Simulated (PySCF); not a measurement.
# BH2Br: geometry, NMR shifts, electronic excitations, spin-spin couplings and core binding energies

Wanted: the NMR shifts, electronic excitations, spin-spin couplings and core binding energies of BH2Br (`[H]B([H])Br`), by calculation.

Programs: PySCF 2.14.0, with density-fitted response routines of our own. Each step states its level of theory. These are calculated values for one molecule in the gas phase, unless marked as measured. Atoms count from 0, in the outputs and in this text.

### 1 The molecule as given

4 atoms, charge 0, multiplicity 1; geometry from: GFN2-xTB.

Bonds of the start (Å): B0–H1 1.17, B0–H2 1.17, B0–Br3 1.84.

### 2 Geometry optimisation at PBE0-D3(BJ)/def2-SVP

Job settings and geometry (Å):

```
{"job": {"xc": "PBE0", "basis": "def2-SVP", "d3": "d3bj", "grid": 1, "maxiter": 40, "kind": "geom"}, "charge": 0, "multiplicity": 1}
B      0.091040     0.150920    -0.000430
H      1.259830     0.109070     0.015270
H     -0.490130     1.165750    -0.019120
Br    -0.860740    -1.425740     0.004280
```

**Question.** This job is followed by: GIAO PBE0/pcSseg-1 NMR shielding, non-relativistic, gas phase; TDDFT CAM-B3LYP/def2-SVPD, vertical, gas phase, core orbitals frozen in the response; B3LYP/pcJ-1 Br:pcSseg-1 indirect spin-spin coupling, non-relativistic, gas phase; GIAO wB97X-D/pcSseg-1 NMR shielding, non-relativistic, gas phase; delta-SCF UKS SCAN, pcX-2 on the ionised atom (unc-x2c-TZVPall on a metal), pcseg-1 elsewhere, spin-free X2C. What will the session give for the following? point group; rotational constants (main isotopes); ¹H shifts against TMS (PBE0/pcSseg-1, means over atoms taken as alike); ¹¹B shifts against BF3·OEt2 (PBE0/pcSseg-1); ⁷⁹Br shifts against HBr (PBE0/pcSseg-1); lowest singlet (CAM-B3LYP/def2-SVPD); brightest single state of those computed; lowest triplet; largest coupling of the table (B3LYP/pcSseg-1+pcJ-1); range of the shift of Br3.

As calculated:

| quantity | value |
| --- | --- |
| point group | C2v |
| rotational constants (main isotopes) | 222.42, 11.41, 10.85 GHz |
| ¹H shifts against TMS (PBE0/pcSseg-1, means over atoms taken as alike) | 7.77 ppm |
| ¹¹B shifts against BF3·OEt2 (PBE0/pcSseg-1) | 84.7 ppm |
| ⁷⁹Br shifts against HBr (PBE0/pcSseg-1) | 680 ppm |
| lowest singlet (CAM-B3LYP/def2-SVPD) | 4.60 eV (270 nm), f = 0.000 |
| brightest single state of those computed | state 2, 6.51 eV, f = 0.118 |
| lowest triplet | 4.26 eV |
| largest coupling of the table (B3LYP/pcSseg-1+pcJ-1) | ¹J(B,H) B0–H1, 174.2 Hz |
| range of the shift of Br3 | 591 to 680 ppm |

In words: Over 2 steps the energy fell by 0.056 eV; of the close pairs, B0–Br3 changed most, 1.842 to 1.891 Å. No frequency check was run at this level, so the end point may be a saddle. At PBE0/pcSseg-1: Shielding is most anisotropic at Br3 (span 1959 ppm, paramagnetic term -1219 ppm). The first singlet state (HOMO→LUMO 0.98) lies at 4.60 eV and is dark; of the 10 states computed, the strongest absorption comes from state 2 at 6.51 eV (the last state computed is bright too, and its partners may lie past the list). The lowest triplet lies 0.33 eV below the lowest singlet (triplets in Tamm-Dancoff, singlets in full TDDFT). In the run at B3LYP/pcSseg-1+pcJ-1, the largest coupling of the table is B0–H1 (mean over like pairs), 174.2 Hz, of which the Fermi-contact term gives 173.9 Hz. In ppm, Br3 moves most: its shift spreads over 89 ppm, from 591 (wB97X-D/pcSseg-1) to 680 (PBE0/pcSseg-1). Spin-orbit coupling is left out, which matters for shieldings and couplings at and beside the heavy atoms.
